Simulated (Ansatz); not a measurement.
# C2H5ClOSSi: one species, many methods

An exercise on one series of results from a longer session: the logs are not shown, and one member is left open.

Method: functionals in def2-TZVPP, the program's frozen cores in correlated methods; program: Ansatz 0.2.0, Gaussian basis.

Levels to be run: PBE-D4, r2SCAN-D4, PBE0-D4, B3LYP-D4, ωB97X-V, ωB97M-V, B2PLYP; CCSD(T)/def2-TZVPP; MP2/def2-QZVPP; extrapolation to the limit.

### Structure used throughout

An earlier PBE0-D4 in a triple-zeta def2 set relaxation fixed the geometry.

SMILES `C[Si](S)(Cl)C=O`, 11 atoms, charge 0, spin multiplicity 1.

Atoms are counted from 1 here; the program's logs count them from 0.

Bond lengths: C1–Si2 1.848 Å, C1–H7 1.093 Å, C1–H8 1.091 Å, C1–H9 1.092 Å, Si2–S3 2.133 Å, Si2–Cl4 2.053 Å, Si2–C5 1.919 Å, S3–H10 1.346 Å, C5–O6 1.206 Å, C5–H11 1.115 Å. Angles: Si2–C1–H7 109.7°, Si2–C1–H8 110.7°, Si2–C1–H9 110.0°, H7–C1–H8 109.1°, H7–C1–H9 108.1°, H8–C1–H9 109.1°, C1–Si2–S3 114.4°, C1–Si2–Cl4 112.0°, C1–Si2–C5 110.2°, S3–Si2–Cl4 105.0°, S3–Si2–C5 107.8°, Cl4–Si2–C5 107.1°, Si2–S3–H10 92.9°, Si2–C5–O6 120.7°, Si2–C5–H11 119.1°, O6–C5–H11 120.2°.

The first run:

in.yaml

```yaml
crystal:
  periodic: [false, false, false]
  atoms:
    - {symbol: C, position_ang: [0.284190, -1.500026, 0.067017]}
    - {symbol: Si, position_ang: [-0.155666, 0.186048, -0.547082]}
    - {symbol: S, position_ang: [1.496668, 1.313531, -1.286910]}
    - {symbol: Cl, position_ang: [-1.489512, 0.112079, -2.106413]}
    - {symbol: C, position_ang: [-0.982683, 1.205281, 0.853475]}
    - {symbol: O, position_ang: [-0.848307, 0.887062, 2.008745]}
    - {symbol: H, position_ang: [0.932457, -1.415721, 0.942601]}
    - {symbol: H, position_ang: [0.800807, -2.070277, -0.706432]}
    - {symbol: H, position_ang: [-0.619217, -2.037278, 0.364723]}
    - {symbol: H, position_ang: [2.207499, 1.140949, -0.157010]}
    - {symbol: H, position_ang: [-1.561035, 2.121353, 0.587786]}
basis:
  gaussian: {orbitals: def2-TZVPP}
hamiltonian: {xc: pbe, dispersion: d4}
output: {forces: true, orbitals: {seedname: orbitals}}
```

Run with:

```sh
ansatz run in.yaml --threads 4 --pin off --events-out ev --progress --plain --max-ram 10444MiB
```

Among the steps run: PBE-D4 (GGA); r2SCAN-D4 (meta-GGA); PBE0-D4 (hybrid); B3LYP-D4 (hybrid); ωB97X-V (range-separated); ωB97M-V (range-separated); B2PLYP (double hybrid); CCSD(T) in def2-TZVPP; MP2 in def2-QZVPP.

One table of the session follows, with a row left open; its other results are not shown here.

```
            method  atomisation energy (kcal/mol)
            PBE-D4                         1012.2
         r2SCAN-D4                          993.8
           PBE0-D4                          991.3
          B3LYP-D4                          983.7
           ωB97X-V                          992.5
           ωB97M-V                          993.6
            B2PLYP                              ?
     HF/def2-TZVPP                          707.8
    MP2/def2-TZVPP                          981.7
   CCSD/def2-TZVPP                          940.0
CCSD(T)/def2-TZVPP                          958.4
           MP2/CBS                         1011.1
       CCSD(T)/CBS                          987.9
```

Estimate the missing values for B2PLYP.

The run gave: atomisation energy (kcal/mol): 973.1. In the column «atomisation energy (kcal/mol)» it lies between CCSD(T)/def2-TZVPP (958.4) and MP2/def2-TZVPP (981.7).

Caveats from the session: Free atoms (2 C, 1 Si, 1 S, 1 Cl, 1 O, 5 H) were run apart at each level; the atomisation energy is their sum less the molecule, without zero-point or spin-orbit terms.
